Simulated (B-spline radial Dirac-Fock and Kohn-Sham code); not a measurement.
# Inner shells of Sn⁶⁺

Wanted for the Sn⁶⁺ ion: its X-ray form factor and Compton profile, the binding energy of each subshell, how cheaper methods do for the levels and the widths and yields of its core holes.

Program: B-spline radial Dirac-Fock and Kohn-Sham code, version 2. Model: a free atom or ion on a radial basis; each step names its model. All values are calculated, but those marked as tabulated.

## Step 1: The system

Tin as Sn⁶⁺, 1s2 2s2 2p6 3s2 3p6 3d10 4s2 4p6 4d8.

* nuclear charge: 50
* electrons: 44
* mass number: 120
* nuclear rms radius: 4.6519 fm

## Step 2: X-ray scattering functions

Model: Dirac-Fock average of configuration, finite nucleus; form factor of the spherical density, Waller-Hartree incoherent function, impulse-approximation Compton profiles.

Recorded inputs:

```ini
task = scatter
Z = 50
charge = 6
configuration = 1s2 2s2 2p6 3s2 3p6 3d10 4s2 4p6 4d8
mass_number = 120
rms_radius = 4.6519  # fm
s = [0.0, 0.07, 0.09, 0.12, 0.14, 0.18, 0.22, 0.28, 0.34, 0.43, 0.53, 0.66, 0.82, 1.02, 1.26, 1.57, 1.95, 2.42, 3.01, 3.75, 4.66, 5.79, 7.19]  # 1/A
pz = [0, 0.1, 0.2, 0.3, 0.4, 0.5, 0.6, 0.8, 1.0, 1.2, 1.4, 1.6, 1.8, 2.0, 2.5, 3.0, 4.0, 5.0, 7.0, 10.0, 15.0, 20.0, 30.0, 40.0, 60.0, 100.0]  # a.u.
photon_energy = [1000, 2000, 20000, 30000, 50000, 100000, 500000, 1000000]  # eV
```

## Step 3: Core and valence levels

Model: Dirac-Fock average of configuration, Delta-SCF, finite nucleus, first-order Breit with its frequency dependence, self-energy and vacuum polarisation.

The run's settings:

```ini
task = binding
```

## Step 4: The levels by Dirac LDA

Model: Dirac-Kohn-Sham LDA (Slater exchange, VWN correlation), finite nucleus, spherical and without spin polarisation.

Recorded inputs:

```ini
task = binding-ladder
method = lda,vwn
relativity = dirac
```

## Step 5: Widths and yields

Model: independent-particle rates: relativistic LDA orbitals of the hole state, multipoles to L = 3 (length form), Coulomb Auger matrix elements with a Latter-tail continuum; energies from Dirac-Fock.

Settings, as recorded:

```ini
task = decay
holes = ["K", "L1", "L2", "L3", "M1", "M2", "M3", "M4", "M5", "N1", "N2", "N3"]
```

## Step 6: non-relativistic HF, for comparison

Model: non-relativistic Hartree-Fock, average of configuration, point nucleus.

Recorded inputs:

```ini
task = binding-ladder
method = hf
relativity = nr
```

(Steps that only read results are left out.)

Q: Predict the outcome of this session. Wanted: rms radius of the electron cloud; form factor halves at; Compton profile at zero; deepest level listed, K; least bound, N4,5; Kα1; Dirac LDA, K: eigenvalue / ΔSCF; K hole: width, yield; non-relativistic HF, 1s: eigenvalue / ΔSCF.

**Answer**, as computed:

```
                                  quantity                   value
          rms radius of the electron cloud              0.646 bohr
                     form factor halves at                0.65 1/Å
                   Compton profile at zero            4.924 1/a.u.
              deepest level listed, K (1s)              29301.1 eV
                    least bound, N4,5 (4d)                115.5 eV
                                       Kα1              25269.6 eV
     ionisation energy, NIST (theoretical)              112.900 eV
           Dirac LDA, K: eigenvalue / ΔSCF    29047.9 / 29387.9 eV
                      K hole: width, yield          8.32 eV, 0.860
                              its lifetime               0.0791 fs
                        its strongest line  Kα1 (K-L3), 25269.6 eV
non-relativistic HF, 1s: eigenvalue / ΔSCF    28421.1 / 28363.2 eV
```

What this shows: Further runs did not end well and aren't shown (photo). The form factor starts at the 44 electrons and halves by s = 0.65 1/Å. Incoherent scattering outweighs coherent from 500 keV on, among the energies asked. The K (1s) level lies 61.3 eV under Koopmans' value by relaxation alone; Breit gives -63.69 and QED -32.30 eV. NIST's ionisation energy differs by -2.57 eV from the least binding energy; the calculation averages open shells over their j components and terms. Dirac LDA misses the K level by -0.9 % with its eigenvalue and by +0.3 % with ΔSCF, so total-energy differences mend most of the error. The K hole lives 0.079 fs and decays mostly by X-ray emission (yield 0.86). Coster-Kronig decay rules L1, M1, M2 and M3, where this model's widths can be far from the measured ones. Non-relativistic HF misses the 1s level by -3.0 % with its eigenvalue and by -3.2 % with ΔSCF, as relativity is missing. The Hartree-Fock and Dirac-Fock values hold no electron correlation.
